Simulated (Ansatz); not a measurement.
# CW: the cost of one run

The runs use Ansatz 0.2.0, Gaussian basis; def2-QZVPP, core rule «outside noble gas», up to 5 orbitals frozen.

The runs, in order: UHF; ROHF; CCSD(T) on UHF.

2 further runs of the same task are left out: 2 set aside as unsound or not needed.

**1. The geometry**

The geometry is a PBE0/def2-TZVP stationary point (not a proven minimum). No spin-orbit coupling is included. Elements past krypton take def2 core potentials.

2 atoms, charge 0, spin multiplicity 3.

Atoms are counted from 1 here; the program's logs count them from 0.

Bond lengths: W1–C2 1.699 Å.

**2. UHF**

File in.yaml:

```yaml
crystal:
  periodic: [false, false, false]
  atoms:
    - {symbol: W, position_ang: [0.000000, 0.000000, 0.000000]}
    - {symbol: C, position_ang: [0.000000, 0.000000, 1.698800]}
basis:
  gaussian: {orbitals: "def2-QZVPP.json"}
magnetization: {spin_polarized: true, initial_magnetization: 2}
hamiltonian: {xc: hf}
output: {orbitals: {seedname: orbitals}}
```

Run with:

```
ansatz run in.yaml --threads 1 --pin off --events-out ev --progress --plain --max-ram 4096MiB --backend cpu
```

What time and memory should one allow on 1 thread of AMD EPYC 7R13, shared host?

About 22 s, with a peak of 0.31 GiB.
